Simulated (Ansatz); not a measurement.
# CH₉InOSi₂: one species, many methods

One table from this session's results is given with a row withheld; the runs are named, their logs left out.

Method: functionals in def2-TZVPP, the program's frozen cores in correlated methods; program: Ansatz 0.2.0, Gaussian basis.

The runs, in order: LDA (SPW92), PBE-D4, revPBE-D4, BLYP-D4, r2SCAN-D4, B97M-V, PBE0-D4, B3LYP-D4, r2SCANh-D4, r2SCAN0-D4, HSE06-D4, BHLYP-D4, CAM-B3LYP-D4, LC-ωPBE, ωB97X-V, ωB97M-V, B2PLYP, PBE-QIDH; CCSD(T)/def2-SVP; CCSD(T)/def2-TZVPP; MP2/def2-QZVPP; extrapolation to the limit; RPA on PBE.

### Structure used throughout

All runs share one geometry, relaxed beforehand with PBE0-D4 in a triple-zeta def2 set. In takes the def2 core potential; no spin-orbit term is included.

SMILES `[SiH3]O[CH]([SiH3])[InH2]`, 14 atoms, charge 0, spin multiplicity 1.

Atoms are counted from 1 here; the program's logs count them from 0.

Bond lengths: Si1–O2 1.635 Å, Si1–H6 1.479 Å, Si1–H7 1.516 Å, Si1–H8 1.486 Å, O2–C3 1.444 Å, C3–Si4 1.871 Å, C3–In5 2.224 Å, C3–H9 1.098 Å, Si4–H10 1.489 Å, Si4–H11 1.487 Å, Si4–H12 1.492 Å, In5–H13 1.725 Å, In5–H14 1.726 Å. Angles: O2–Si1–H6 109.6°, O2–Si1–H7 106.5°, O2–Si1–H8 113.1°, H6–Si1–H7 110.0°, H6–Si1–H8 111.4°, H7–Si1–H8 106.0°, Si1–O2–C3 115.4°, O2–C3–Si4 109.6°, O2–C3–In5 109.9°, O2–C3–H9 109.8°, Si4–C3–In5 110.8°, Si4–C3–H9 109.0°, In5–C3–H9 107.8°, C3–Si4–H10 113.2°, C3–Si4–H11 110.3°, C3–Si4–H12 106.9°, H10–Si4–H11 108.7°, H10–Si4–H12 109.0° and more.

Set-up of the first run:

in.yaml reads:

```yaml
crystal:
  periodic: [false, false, false]
  atoms:
    - {symbol: Si, position_ang: [-1.492944, 1.451346, 0.818964]}
    - {symbol: O, position_ang: [0.090864, 1.127245, 0.576754]}
    - {symbol: C, position_ang: [0.415823, -0.265635, 0.380687]}
    - {symbol: Si, position_ang: [2.214426, -0.427241, -0.109868]}
    - {symbol: In, position_ang: [-0.910439, -1.139668, -1.176473]}
    - {symbol: H, position_ang: [-1.736420, 2.898717, 0.637169]}
    - {symbol: H, position_ang: [-2.257897, 0.660735, -0.224103]}
    - {symbol: H, position_ang: [-1.990235, 0.978893, 2.137100]}
    - {symbol: H, position_ang: [0.248888, -0.821452, 1.313245]}
    - {symbol: H, position_ang: [3.152649, 0.094295, 0.921873]}
    - {symbol: H, position_ang: [2.466637, 0.286314, -1.389389]}
    - {symbol: H, position_ang: [2.479060, -1.881586, -0.315365]}
    - {symbol: H, position_ang: [-0.888959, -0.375530, -2.722830]}
    - {symbol: H, position_ang: [-1.791446, -2.586453, -0.847765]}
basis:
  gaussian: {orbitals: def2-TZVPP}
hamiltonian: {xc: lda}
output: {orbitals: {seedname: orbitals}}
```

Launch:

```sh
$ ansatz run in.yaml --threads 2 --pin off --events-out ev --progress --plain --max-ram 32768MiB --backend cuda --devices 0, --max-vram 18GiB
```

Steps of the session up to this table: LDA; PBE-D4 (GGA); revPBE-D4 (GGA); BLYP-D4 (GGA); r2SCAN-D4 (meta-GGA); B97M-V (meta-GGA); PBE0-D4 (hybrid); B3LYP-D4 (hybrid); r2SCANh-D4 (hybrid); r2SCAN0-D4 (hybrid); HSE06-D4 (hybrid); BHLYP-D4 (hybrid); CAM-B3LYP-D4 (range-separated); LC-ωPBE (range-separated); ωB97X-V (range-separated); ωB97M-V (range-separated); B2PLYP (double hybrid); PBE-QIDH (double hybrid).

One of the session's tables, all rows but one given; the rest of the session is left out.

It belongs to the step «Orbital energies across the functionals». 

```
  functional  HOMO (eV)  LUMO (eV)  gap (eV)
 LDA (SPW92)      -5.92      -2.73      3.19
      PBE-D4      -5.77      -2.42      3.35
   revPBE-D4      -5.71      -2.28      3.43
     BLYP-D4      -5.65      -2.31      3.34
   r2SCAN-D4      -5.97      -2.16      3.81
      B97M-V      -6.12      -2.39      3.73
     PBE0-D4      -6.90      -1.66      5.24
    B3LYP-D4      -6.71      -1.87      4.84
  r2SCANh-D4      -6.40      -1.90      4.50
  r2SCAN0-D4      -7.04      -1.50      5.54
    HSE06-D4      -6.51      -2.02      4.49
    BHLYP-D4      -7.95      -0.88      7.07
CAM-B3LYP-D4      -8.18      -0.76      7.43
     LC-ωPBE      -9.47       0.33      9.80
     ωB97X-V          ?          ?         ?
     ωB97M-V      -9.05      -0.05      9.00
```

**Question.** Estimate the row for ωB97X-V.

The run gave: HOMO (eV): -9.14; LUMO (eV): 0.21; gap (eV): 9.35. In the column «HOMO (eV)» it lies between LC-ωPBE (-9.47) and ωB97M-V (-9.05).
